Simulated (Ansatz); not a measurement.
# CH9BN2Si: up Jacob's ladder to CCSD(T)

An exercise on one series of results from a longer session: the logs are not shown, and one member is left open.

The runs use Ansatz 0.2.0, Gaussian basis; functionals in def2-TZVPP, the program's frozen cores in correlated methods.

The runs, in order: PBE-D4, r2SCAN-D4, PBE0-D4, B3LYP-D4, ωB97X-V, ωB97M-V, B2PLYP; CCSD(T)/def2-TZVPP; MP2/def2-QZVPP; extrapolation to the limit.

### Structure used throughout

An earlier PBE0-D4 in a triple-zeta def2 set relaxation fixed the geometry.

SMILES `CB[SiH](N)N`, 14 atoms, charge 0, spin multiplicity 1.

Atoms are counted from 1 here; the program's logs count them from 0.

Bond lengths: C1–B2 1.556 Å, C1–H6 1.093 Å, C1–H7 1.092 Å, C1–H8 1.105 Å, B2–Si3 2.021 Å, B2–H9 1.204 Å, Si3–N4 1.719 Å, Si3–N5 1.730 Å, Si3–H10 1.498 Å, N4–H11 1.007 Å, N4–H12 1.006 Å, N5–H13 1.007 Å, N5–H14 1.008 Å. Angles: B2–C1–H6 114.5°, B2–C1–H7 116.2°, B2–C1–H8 103.5°, H6–C1–H7 109.9°, H6–C1–H8 104.9°, H7–C1–H8 106.7°, C1–B2–Si3 125.0°, C1–B2–H9 117.3°, Si3–B2–H9 117.7°, B2–Si3–N4 108.1°, B2–Si3–N5 112.3°, B2–Si3–H10 111.5°, N4–Si3–N5 107.6°, N4–Si3–H10 114.8°, N5–Si3–H10 102.4°, Si3–N4–H11 122.1°, Si3–N4–H12 120.7°, H11–N4–H12 111.8° and more.

The first run:

File in.yaml:

```yaml
crystal:
  periodic: [false, false, false]
  atoms:
    - {symbol: C, position_ang: [-1.658516, 0.966380, 0.961776]}
    - {symbol: B, position_ang: [-0.524654, 1.154627, -0.086818]}
    - {symbol: Si, position_ang: [0.673023, -0.319537, -0.776426]}
    - {symbol: N, position_ang: [-0.042424, -1.826829, -0.362564]}
    - {symbol: N, position_ang: [2.248235, -0.273610, -0.063306]}
    - {symbol: H, position_ang: [-1.789915, 1.810326, 1.644414]}
    - {symbol: H, position_ang: [-1.643309, 0.031028, 1.524684]}
    - {symbol: H, position_ang: [-2.577315, 0.952603, 0.348109]}
    - {symbol: H, position_ang: [-0.337778, 2.268181, -0.504517]}
    - {symbol: H, position_ang: [0.974730, -0.145805, -2.233598]}
    - {symbol: H, position_ang: [0.361584, -2.705385, -0.643775]}
    - {symbol: H, position_ang: [-1.034963, -1.901206, -0.217025]}
    - {symbol: H, position_ang: [2.980386, 0.262454, -0.499837]}
    - {symbol: H, position_ang: [2.358017, -0.302428, 0.937782]}
basis:
  gaussian: {orbitals: def2-TZVPP}
hamiltonian: {xc: pbe, dispersion: d4}
output: {forces: true, orbitals: {seedname: orbitals}}
```

Run with:

```bash
> ansatz run in.yaml --threads 4 --pin off --events-out ev --progress --plain --max-ram 10444MiB
```

Steps of the session up to this table: PBE-D4 (GGA); r2SCAN-D4 (meta-GGA); PBE0-D4 (hybrid); B3LYP-D4 (hybrid); ωB97X-V (range-separated); ωB97M-V (range-separated); B2PLYP (double hybrid); CCSD(T) in def2-TZVPP; MP2 in def2-QZVPP.

One table of the session follows, with a row left open; its other results are not shown here.

It belongs to the step «Atomisation energies». 

```
            method  atomisation energy (eV)
            PBE-D4                   52.121
         r2SCAN-D4                        ?
           PBE0-D4                   51.404
          B3LYP-D4                   51.705
           ωB97X-V                   51.684
           ωB97M-V                   51.670
            B2PLYP                   50.954
     HF/def2-TZVPP                   37.381
    MP2/def2-TZVPP                   50.294
   CCSD/def2-TZVPP                   49.288
CCSD(T)/def2-TZVPP                   49.907
           MP2/CBS                   51.750
       CCSD(T)/CBS                   51.363
```

Q: Estimate the row for r2SCAN-D4 from the others.

As computed: atomisation energy (eV): 51.367. In the column «atomisation energy (eV)» it lies between CCSD(T)/CBS (51.363) and PBE0-D4 (51.404).

Limits of these values: Free atoms (1 C, 1 B, 1 Si, 2 N, 9 H) were run apart at each level; the atomisation energy is their sum less the molecule, without zero-point or spin-orbit terms.
